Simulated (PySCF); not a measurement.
# CH2ClF3Ge: electronic excitations and core binding energies

Aim: predict the electronic excitations and core binding energies of CH2ClF3Ge (`[F][Ge]([F])([F])[CH2]Cl`).

The runs use PySCF 2.14.0, with density-fitted response routines of our own; the level of theory stands in each step. All values are computed, except where a source is named. Atoms count from 0, in the outputs and in this text.

### Step 1. Starting geometry

8 atoms, charge 0, multiplicity 1; geometry from: GFN2-xTB.

Bonds of the start (Å): F0–Ge1 1.72, Ge1–F2 1.72, Ge1–F3 1.73, Ge1–C4 2.01, C4–Cl5 1.77, C4–H6 1.09, C4–H7 1.09.

### Step 2. Excited states and response: CAM-B3LYP/def2-SVPD

What the job is given:

```
{"job": {"kind": "uv", "xc": "CAM-B3LYP", "basis": "def2-SVPD", "nstates": 8, "ntriplets": 3}, "charge": 0, "multiplicity": 1}
F      1.730536     0.016714     1.389931
Ge     0.892151    -0.028068    -0.107485
F      1.504553     1.360811    -0.909454
F      1.627299    -1.345347    -0.949671
C     -1.108881    -0.123747     0.033361
Cl    -1.711710     1.284783     0.910541
H     -1.387183    -1.025645     0.574995
H     -1.537707    -0.130089    -0.966783
```

Method: TDDFT CAM-B3LYP/def2-SVPD, vertical, gas phase, core orbitals frozen in the response.

Command:

```
$ OMP_NUM_THREADS=1 python probes_run.py task.json out
```

One launch serves the whole session: the jobs run in the order shown.

Standard output:

```text
coarse grid: 39760 points
cycle   1  E = -2875.3769152259  dE = -1.756e-01  |g| = 1.027e+00  |ddm| = 3.594e+00
cycle   2  E = -2875.2036345975  dE =  1.733e-01  |g| = 1.524e+00  |ddm| = 2.675e+00
cycle   3  E = -2875.5651555531  dE = -3.615e-01  |g| = 6.648e-02  |ddm| = 1.311e+00
cycle   4  E = -2875.5658205785  dE = -6.650e-04  |g| = 3.515e-02  |ddm| = 1.425e-01
cycle   5  E = -2875.5659863834  dE = -1.658e-04  |g| = 5.367e-03  |ddm| = 3.985e-02
cycle   6  E = -2875.5659927517  dE = -6.368e-06  |g| = 1.245e-03  |ddm| = 9.898e-03
final grid: 81552 points
cycle   7  E = -2875.5659777927  dE = -3.784e-07  |g| = 1.177e-03  |ddm| = 3.578e-03
cycle   8  E = -2875.5659777086  dE =  8.414e-08  |g| = 1.440e-03  |ddm| = 2.308e-03
cycle   9  E = -2875.5659780540  dE = -3.455e-07  |g| = 1.219e-04  |ddm| = 1.182e-03
cycle  10  E = -2875.5659780570  dE = -2.992e-09  |g| = 4.245e-05  |ddm| = 1.555e-04
cycle  11  E = -2875.5659780577  dE = -6.307e-10  |g| = 1.677e-05  |ddm| = 1.053e-04
converged SCF energy = -2875.5659780577

Static polarisability (au): isotropic 53.591, principal 45.723 49.886 65.163

Singlet excitations
state   eV       nm        f      main configurations
  1   6.8597    180.7   0.05969   H->L 0.69, H->L+1 0.23
  2   7.0471    175.9   0.00134   H-1->L 0.71, H-1->L+1 0.20
  3   7.4078    167.4   0.02095   H->L+1 0.72, H->L 0.24
  4   7.7538    159.9   0.00615   H-1->L+1 0.75, H-1->L 0.21
  5   8.8384    140.3   0.15103   H->L+2 0.92
  6   8.8528    140.1   0.01039   H->L+3 0.85
  7   9.0681    136.7   0.00466   H-1->L+2 0.89
  8   9.1760    135.1   0.00005   H-3->L 0.81

Triplet excitations (Tamm-Dancoff, eV): 6.0513 6.3939 6.8304
```

It took 50 s on 1 thread of Arm Neoverse N1, shared host; peak memory 0.72 GiB.

Frontier orbitals and where they lie:

| orbital | eV | atoms |
| --- | --- | --- |
| HOMO−3 | -13.47 | F0 36 %, F2 36 %, F3 27 % |
| HOMO−2 | -13.32 | Cl5 24 %, C4 20 %, F2 16 % |
| HOMO−1 | -11.07 | Cl5 80 %, C4 13 % |
| HOMO | -10.72 | Cl5 65 %, C4 17 %, Ge1 7 % |
| LUMO | -0.46 | Ge1 32 %, C4 19 %, Cl5 17 % |
| LUMO+1 | 0.37 | Cl5 36 %, C4 22 %, Ge1 18 % |
| LUMO+2 | 1.30 | Cl5 28 %, C4 25 %, H7 12 % |

With each of the 8 states as a Gaussian band of 0.4 eV half-width at 1/e, the curve within the window shown has maxima at 180 nm (ε 2,600), 140 nm (ε 6,700) L/(mol cm). Beyond the last state computed it falls off for lack of states. The curve at chosen wavelengths:

| nm | ε (L/mol/cm) |
| --- | --- |
| 131 | 587 |
| 134 | 2273 |
| 136 | 4080 |
| 139 | 6377 |
| 142 | 6251 |
| 144 | 4889 |
| 147 | 2485 |
| 150 | 947 |
| 152 | 494 |
| 155 | 344 |
| 158 | 498 |
| 160 | 668 |
| 163 | 948 |
| 166 | 1220 |
| 169 | 1505 |
| 171 | 1731 |
| 174 | 2122 |
| 177 | 2473 |
| 179 | 2598 |
| 182 | 2528 |
| 185 | 2158 |
| 187 | 1806 |
| 190 | 1247 |
| 193 | 767 |
| 195 | 522 |
| 198 | 270 |

Further results of this job:

| property | computed |
| --- | --- |
| dipole moment (D) | 3.75 |
| polarisability (Å³) | 7.94 |
| HOMO–LUMO gap (eV) | 10.26 |
| −ε(HOMO) (eV) | 10.72 |

### Step 3. Core-electron binding energies: SCAN, X2C

Same as in step 2 but for these lines:

```diff
@@ -1,2 +1,2 @@
-{"job": {"kind": "uv", "xc": "CAM-B3LYP", "basis": "def2-SVPD", "nstates": 8, "ntriplets": 3}, "charge": 0, "multiplicity": 1}
+{"job": {"kind": "xps"}, "charge": 0, "multiplicity": 1}
 F      1.730536     0.016714     1.389931
```

Level: delta-SCF UKS SCAN, pcX-2 on the ionised atom, pcseg-1 elsewhere, spin-free X2C.

Standard output:

```text
ground state, core basis on atom 0 (F), 142 functions
  cycle   1  E = -2894.40563862  |g| = 9.77e-01
  cycle   2  E = -2893.83283797  |g| = 2.11e+00
  cycle   3  E = -2894.56154671  |g| = 1.53e-01
  cycle   4  E = -2894.56585244  |g| = 9.53e-02
  cycle   5  E = -2894.56763320  |g| = 2.56e-02
  cycle   6  E = -2894.56775362  |g| = 1.02e-02
  cycle   7  E = -2894.56776860  |g| = 4.18e-03
  cycle   8  E = -2894.56777521  |g| = 7.39e-04
  cycle   9  E = -2894.56777563  |g| = 1.60e-04
  E(ground) = -2894.69075037 Eh
hole in F 1s of atom 0
  cycle   1  E = -2868.20761642  |g| = 2.59e+00
  cycle   2  E = -2868.01998141  |g| = 2.19e+00
  cycle   3  E = -2869.03476703  |g| = 4.29e-01
  cycle   4  E = -2869.05620546  |g| = 3.75e-01
  cycle   5  E = -2869.11122105  |g| = 9.37e-02
  cycle   6  E = -2869.11385659  |g| = 3.81e-02
  cycle   7  E = -2869.11459359  |g| = 1.04e-02
  cycle   8  E = -2869.11464457  |g| = 3.73e-03
  cycle   9  E = -2869.11464824  |g| = 1.72e-03
  cycle  10  E = -2869.11465301  |g| = 6.62e-04
  cycle  11  E = -2869.11464983  |g| = 1.14e-04
  E(ion) = -2869.24529720 Eh   <S^2> = 0.7573   hole on atom = 1.000   binding energy = 692.406 eV
ground state, core basis on atom 4 (C), 142 functions
  cycle   1  E = -2894.52581997  |g| = 1.18e-01
  cycle   2  E = -2894.52094007  |g| = 2.00e-01
  cycle   3  E = -2894.52740796  |g| = 2.22e-02
  cycle   4  E = -2894.52746847  |g| = 1.22e-02
  cycle   5  E = -2894.52749849  |g| = 1.97e-03
  cycle   6  E = -2894.52749768  |g| = 4.63e-04
  E(ground) = -2894.64692206 Eh
hole in C 1s of atom 4
  cycle   1  E = -2883.15821116  |g| = 1.51e+00
  cycle   2  E = -2881.87588978  |g| = 2.17e+00
  cycle   3  E = -2883.60969652  |g| = 5.59e-01
  cycle   4  E = -2883.68861494  |g| = 3.88e-01
  cycle   5  E = -2883.73618253  |g| = 1.06e-01
  cycle   6  E = -2883.74060489  |g| = 2.01e-02
  cycle   7  E = -2883.74083470  |g| = 7.28e-03
  cycle   8  E = -2883.74086168  |g| = 6.09e-03
  cycle   9  E = -2883.74087718  |g| = 2.35e-03
  cycle  10  E = -2883.74088351  |g| = 1.02e-03
  cycle  11  E = -2883.74088499  |g| = 2.75e-04
  E(ion) = -2883.85788969 Eh   <S^2> = 0.7801   hole on atom = 1.000   binding energy = 293.585 eV
ground state, core basis on atom 5 (Cl), 153 functions
  cycle   1  E = -2894.70830797  |g| = 4.86e-01
  cycle   2  E = -2894.70847464  |g| = 4.33e-02
  cycle   3  E = -2894.70847901  |g| = 2.96e-02
  cycle   4  E = -2894.70858211  |g| = 7.44e-03
  cycle   5  E = -2894.70859592  |g| = 3.02e-03
  cycle   6  E = -2894.70859755  |g| = 3.81e-04
  E(ground) = -2894.81540944 Eh
hole in Cl 1s of atom 5
  cycle   1  E = -2789.47031480  |g| = 5.47e+00
  cycle   2  E = -2787.88164542  |g| = 2.67e+00
  cycle   3  E = -2779.07235545  |g| = 3.74e+00
  cycle   4  E = -2790.29456140  |g| = 1.00e+00
  cycle   5  E = -2790.54894132  |g| = 5.92e-01
  cycle   6  E = -2790.69955663  |g| = 1.11e-01
  cycle   7  E = -2790.70401534  |g| = 6.88e-02
  cycle   8  E = -2790.70527173  |g| = 3.54e-02
  cycle   9  E = -2790.70567975  |g| = 7.03e-03
  cycle  10  E = -2790.70569328  |g| = 3.70e-03
  cycle  11  E = -2790.70570081  |g| = 6.23e-04
  cycle  12  E = -2790.70569975  |g| = 1.90e-04
  E(ion) = -2790.82088345 Eh   <S^2> = 0.7527   hole on atom = 1.000   binding energy = 2829.835 eV
hole in Cl 2p of atom 5
  cycle   1  E = -2886.60561755  |g| = 1.70e+00
  cycle   2  E = -2884.94097956  |g| = 2.00e+00
  cycle   3  E = -2886.31976828  |g| = 1.28e+00
  cycle   4  E = -2887.03202361  |g| = 2.20e-01
  cycle   5  E = -2887.04851622  |g| = 1.69e-01
  cycle   6  E = -2887.06051164  |g| = 7.17e-02
  cycle   7  E = -2887.06216569  |g| = 2.92e-02
  cycle   8  E = -2887.06245855  |g| = 7.06e-03
  cycle   9  E = -2887.06247137  |g| = 2.27e-03
  cycle  10  E = -2887.06247659  |g| = 5.71e-04
  cycle  11  E = -2887.06247349  |g| = 2.11e-04
  E(ion) = -2887.17766093 Eh   <S^2> = 0.7516   hole on atom = 1.001   binding energy = 207.834 eV
  2p3/2 = 207.226 eV   2p1/2 = 208.881 eV
```

It took 57 s on 1 thread of Arm Neoverse N1, shared host; peak memory 0.6 GiB.

Binding energies by hole, beside the orbital energy of the ground state; the difference holds orbital relaxation and, for a density functional, its self-interaction error:

| hole | stands for | environment | ΔSCF (eV; 2p as the shell's mean) | −ε (eV) | ⟨S²⟩ |
| --- | --- | --- | --- | --- | --- |
| F1s on F0 | F0, F2, F3 | fluorine bonded to Ge | 692.41 | 666.9 | 0.757 |
| C1s on C4 | C4 | sp3 CH2 bonded to Cl and Ge | 293.58 | 277.0 | 0.780 |
| Cl1s on Cl5 | Cl5 | chlorine bonded to C | 2829.84 | 2764.6 | 0.753 |
| Cl2p on Cl5 | Cl5 | chlorine bonded to C | 207.78 | 194.4 | 0.752 |

Each hole run stands for the others of its class of like atoms.

With the spin-orbit splitting: Cl5 2p3/2 207.23, 2p1/2 208.88 eV. The table gives each 2p level as the mean over the whole 2p shell (two parts 2p3/2, one part 2p1/2), which differs a little from the single hole in the log.

### Step 4. Summary of results

| quantity | value |
| --- | --- |
| lowest singlet (CAM-B3LYP/def2-SVPD) | 6.86 eV (181 nm), f = 0.060 |
| brightest single state of those computed | state 5, 8.84 eV, f = 0.151 |
| lowest triplet | 6.05 eV |
| F1s binding energies, SCAN/pcX-2 | F0 692.41 eV |
| C1s binding energies, SCAN/pcX-2 | C4 293.58 eV |
| Cl1s binding energies, SCAN/pcX-2 | Cl5 2829.84 eV |
| Cl2p binding energies, SCAN/pcX-2 | Cl5 207.78 eV |

In words: The first singlet state (HOMO→LUMO 0.69, HOMO→LUMO+1 0.23) lies at 6.86 eV and is bright; of the 8 states computed, the strongest absorption comes from state 5 at 8.84 eV. The lowest triplet lies 0.81 eV below the lowest singlet (triplets in Tamm-Dancoff, singlets in full TDDFT).
